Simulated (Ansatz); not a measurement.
# C3H7ClGe: how energies converge with the basis set

How large a basis does C3H7ClGe need? Two functionals are run in growing sets.

Method: one geometry, several basis sets; program: Ansatz 0.2.0, Gaussian basis.

The runs, in order: PBE0-D4/def2-SVP; ωB97M-V/def2-SVP; PBE0-D4/def2-QZVPP; ωB97M-V/def2-QZVPP; the functionals' def2-TZVPP values are taken from earlier runs.

### Step 1. Structure used throughout

All runs share one geometry, relaxed beforehand with PBE0-D4 in a triple-zeta def2 set.

SMILES `C[CH](C)[Ge][Cl]`, 12 atoms, charge 0, spin multiplicity 1.

Atoms are counted from 1 here; the program's logs count them from 0.

Bond lengths: C1–C2 1.522 Å, C1–H6 1.093 Å, C1–H7 1.096 Å, C1–H8 1.095 Å, C2–C3 1.524 Å, C2–Ge4 2.007 Å, C2–H9 1.099 Å, C3–H10 1.096 Å, C3–H11 1.095 Å, C3–H12 1.093 Å, Ge4–Cl5 2.201 Å. Angles: C2–C1–H6 110.9°, C2–C1–H7 110.7°, C2–C1–H8 112.5°, H6–C1–H7 107.7°, H6–C1–H8 107.7°, H7–C1–H8 107.1°, C1–C2–C3 112.1°, C1–C2–Ge4 112.4°, C1–C2–H9 109.1°, C3–C2–Ge4 110.4°, C3–C2–H9 108.9°, Ge4–C2–H9 103.6°, C2–C3–H10 110.7°, C2–C3–H11 112.7°, C2–C3–H12 110.9°, H10–C3–H11 107.0°, H10–C3–H12 107.7°, H11–C3–H12 107.7° and more.

### Step 2. PBE0-D4 in def2-SVP

Contents of in.yaml:

```yaml
crystal:
  periodic: [false, false, false]
  atoms:
    - {symbol: C, position_ang: [-0.652694, 0.354550, 1.112491]}
    - {symbol: C, position_ang: [-0.114314, -0.607264, 0.062368]}
    - {symbol: C, position_ang: [1.253418, -0.180270, -0.457795]}
    - {symbol: Ge, position_ang: [-1.391134, -0.868809, -1.463258]}
    - {symbol: Cl, position_ang: [-1.469451, 1.226205, -2.132033]}
    - {symbol: H, position_ang: [-0.766183, 1.359555, 0.698872]}
    - {symbol: H, position_ang: [0.032784, 0.420572, 1.964917]}
    - {symbol: H, position_ang: [-1.626235, 0.044750, 1.505311]}
    - {symbol: H, position_ang: [-0.029993, -1.609821, 0.503626]}
    - {symbol: H, position_ang: [1.982245, -0.137627, 0.359254]}
    - {symbol: H, position_ang: [1.654045, -0.869803, -1.208378]}
    - {symbol: H, position_ang: [1.204412, 0.812861, -0.911376]}
basis:
  gaussian: {orbitals: def2-SVP}
hamiltonian: {xc: pbe0, dispersion: d4}
output: {orbitals: {seedname: orbitals}}
```

Started as:

```bash
> ansatz run in.yaml --threads 4 --pin off --events-out ev --progress --plain --max-ram 11315MiB
```

The runs that follow: ωB97M-V in def2-SVP; PBE0-D4 in def2-QZVPP; ωB97M-V in def2-QZVPP.

Before running them: what should the planned runs give, taken together? Wanted: PBE0-D4: double and triple zeta above quadruple; ωB97M-V: double and triple zeta above quadruple.

As calculated:

```
                                       quantity           value
PBE0-D4: double and triple zeta above quadruple  16.68, 1.77 eV
ωB97M-V: double and triple zeta above quadruple  16.79, 1.72 eV
```

PBE0-D4 gains 14.91 eV from double to triple zeta, then 1.77 eV more. These are total energies; as a rule much of such shifts cancels in differences, which this series doesn't test.
